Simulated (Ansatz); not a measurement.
# The tin atom (triplet): wave-function methods side by side, def2-TZVPP

Aim: climb from Hartree-Fock through coupled cluster and multireference methods for the tin atom (triplet) at one geometry and basis, and see what each rung misses.

Method: def2-TZVPP, core rule «outside noble gas», up to 9 orbitals frozen; program: Ansatz 0.2.0, Gaussian basis.

To be run: CCSD(T) on UHF; BCCD(T) on ROHF; CISD; CCSDT(Q) on ROHF; CCSDT(Q) on UHF; CASSCF and MRCISD+Q, 4 electrons in 4 orbitals; CASSCF and MRCISD+Q(relaxed), 4 electrons in 4 orbitals; CASSCF and NEVPT4(SD), 4 electrons in 4 orbitals; CASSCF and NEVPT2, 4 electrons in 4 orbitals; Full CI.

## Step 1: The atom

A free atom, in its lowest state of this spin that the program finds. No spin-orbit coupling is included. Elements past krypton take def2 core potentials.

1 atom, charge 0, spin multiplicity 3.

## Step 2: CCSD(T) on UHF

File in.yaml:

```yaml
crystal:
  periodic: [false, false, false]
  atoms:
    - {symbol: Sn, position_ang: [0.000000, 0.000000, 0.000000]}
basis:
  gaussian: {orbitals: def2-TZVPP}
magnetization: {spin_polarized: true, initial_magnetization: 2}
correlation: {method: ccsd_t, electrons: outside_noble_gas}
```

The run is started by

```
$ ansatz run in.yaml --threads 1 --pin off --events-out ev --progress --plain --max-ram 3916MiB
```

After this run come: BCCD(T) on ROHF; CISD; CCSDT(Q) on ROHF; CCSDT(Q) on UHF; CASSCF and MRCISD+Q, 4 electrons in 4 orbitals; CASSCF and MRCISD+Q(relaxed), 4 electrons in 4 orbitals; CASSCF and NEVPT4(SD), 4 electrons in 4 orbitals; CASSCF and NEVPT2, 4 electrons in 4 orbitals; Full CI.

**Question.** What will the summary of the whole plan be? Wanted: FCI below the UHF energy; UMP2 from FCI; UCCSD(T) from FCI; UCCSDT(Q) from FCI; NEVPT2 valence from FCI; NEVPT4(SD) valence from FCI; MRCISD+Q valence from FCI; effectively unpaired electrons.

The runs gave:

| quantity | value |
| --- | --- |
| FCI below the UHF energy | -1.5602 eV |
| UMP2 from FCI | +390.0 meV |
| UCCSD(T) from FCI | -4.4 meV |
| UCCSDT(Q) from FCI | -17.4 meV |
| NEVPT2 valence from FCI | +307.1 meV |
| NEVPT4(SD) valence from FCI | +23.2 meV |
| MRCISD+Q valence from FCI | -10.8 meV |
| levels within 1 kcal/mol (43 meV) | UCCSD, UCCSD(T), BCCD(T), UCCSDT, UCCSDT(Q), NEVPT4(SD) valence, MRCISD+Q valence, MRCISD+Q(relaxed) valence |
| effectively unpaired electrons | 2.03 |

In words: UCCSD(T) lands -4.4 meV from the yardstick (0.3 % of the correlation energy). UCCSD(T), UCCSDT, UCCSDT(Q), MRCISD+Q valence, MRCISD+Q(relaxed) valence fall below full CI: unrestricted runs freeze a spin-polarised core, another one than full CI's, and coupled cluster isn't variational. One determinant dominates. Of the multireference levels listed MRCISD+Q valence comes nearest in total energy (-10.8 meV), which doesn't show that its space is the better one. These misses are within one basis, not against nature; the frozen cores of restricted and unrestricted runs differ, which can shift their rows.
